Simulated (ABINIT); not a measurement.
Wanted: the native input for an ABINIT 10.8.3 (patched build) run.

| Quantity | Value |
| --- | --- |
| Task | single point |
| Functional | PBE |
| Potentials or basis | JTH PAW PBE v2.0 |
| Cutoff | 517 eV |
| k mesh | 7 × 7 × 7 |
| Occupations | fermi-dirac, width 0.05 eV |
| Spin | no spin polarisation |
| Fine-grid cutoff | 1034.03 eV |
| Exchange and correlation inside the PAW spheres | full angular mesh (pawxcdev 0, this build's default; the released program takes 1) |

TaAs:

```
CELL_PARAMETERS angstrom
-1.72181 1.72181 5.86794
1.72181 -1.72181 5.86794
1.72181 1.72181 -5.86794
ATOMIC_POSITIONS crystal
Ta 0.49997 0.49997 0.00000
Ta 0.24997 0.74997 0.50000
As 0.08263 0.08263 0.00000
As 0.83263 0.33263 0.50000
```

The cell is a database's computed one.

These files were run (other wordings do the same):

run.abi

```
# Pseudopotentials
pp_dirpath "./"
pseudos "Ta.GGA_PBE-JTH.xml, As.GGA_PBE-JTH.xml"

# Structure
acell 3*1.0 Angstrom
rprim
    -1.7218133622     1.7218133622     5.8679415361
     1.7218133622    -1.7218133622     5.8679415361
     1.7218133622     1.7218133622    -5.8679415361
ntypat 2
znucl 73 33
natom 4
typat 1 1 2 2
xcart
     0.0000000000     0.0000000000    11.0880772109
     3.2537556923     0.0000000000     5.5436760016
     0.0000000000     0.0000000000     1.8325825042
     0.0000000000     3.2537556923     7.3769837135

# Plane-wave basis
ecut 19.0
pawecutdg 38.0

# k points
kptopt 1
ngkpt 7 7 7
nshiftk 1
shiftk 0.0 0.0 0.0

# Exchange and correlation
ixc 11

# Bands and occupations
nband 34
occopt 3
tsmear 0.05 eV

# SCF cycle
nstep 100
tolvrs 1.0e-9

# Output
iomode 3
prtwf 0
prtden 0
prteig 0
prtebands 0
enunit 1
```

Potentials or basis: JTH PAW PBE v2.0.

Command:

```bash
$ abinit run.abi > log 2>&1
```

Results of the run:

The pressure is 2.1 GPa and the largest force is 0.029 eV/Å. The band gap on the k mesh is 0.06 eV, direct and the valence electrons inside the program's atomic spheres are Ta 10.56; As 12.82.

Caveat: spin-orbit coupling is left out, which moves the levels of the heavy elements; an odd mesh through Γ misses points on the zone boundary, where band edges often lie.

Run time: 4.7 min on 1 thread of Arm Neoverse V1, with other jobs on the host, peak memory 0.31 GiB.
